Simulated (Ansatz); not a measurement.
# VSe: the cost of one run

Method: DFT LDA+U (U_eff = 5 eV on V d), plane waves, PAW, in Ansatz 0.2.0.

### 1 The structure to begin with

Symmetry: Pm-3m, No. 221, cubic system. The conventional cell has a = 3.320 Å, b = 3.320 Å, c = 3.320 Å, α = 90.00°, β = 90.00°, γ = 90.00°. V (site symmetry m-3m) is surrounded by 8 Se at 2.87 Å. Se (site symmetry m-3m) has 8 V at 2.87 Å in its first shell of neighbours.

As a file:

```
CELL_PARAMETERS angstrom
3.31951 0.00000 0.00000
0.00000 3.31951 0.00000
0.00000 0.00000 3.31951
ATOMIC_POSITIONS crystal
V 0.00000 0.00000 0.00000
Se 0.50000 0.50000 0.50000
```

An earlier series on this cell reached its lowest free state from «ferromagnetic start, free, default search», perhaps among other starts.

### 2 No spin polarisation

Input file input.yaml:

```yaml
crystal:
  lattice:
    - [3.31951417, 0.0, 0.0]
    - [0.0, 3.31951417, 0.0]
    - [0.0, 0.0, 3.31951417]
  atoms:
    - { symbol: V, position: [0.0, 0.0, 0.0] }
    - { symbol: Se, position: [0.5, 0.5, 0.5] }
basis:
  ecutwfc: 420
  ecutrho_ratio: 4
kpoints:
  mp_grid: { grid: [6, 6, 6] }
hamiltonian:
  xc: lda
  hubbard: { sites: [{ site: 0, l: d, u_eff: 5.0 }] }
scf:
  occupations: { method: gaussian, width: 0.05 }
  lower_state_search: "off"
  max_iter: 150
output:
  forces: true
  stress: true
  eigenvalues: true
  populations: true
  hubbard: { sites: [{ site: 0, l: d }] }
```

Launch:

```console
$ ansatz run input.yaml --threads 2 --pin off --max-ram 3072MiB --backend cpu --events-out ev --progress --plain --runs-dir out
```

What time and memory should one allow on 2 threads of Arm Neoverse V1, shared host?

About 1.4 s, with a peak of 0.3 GiB.
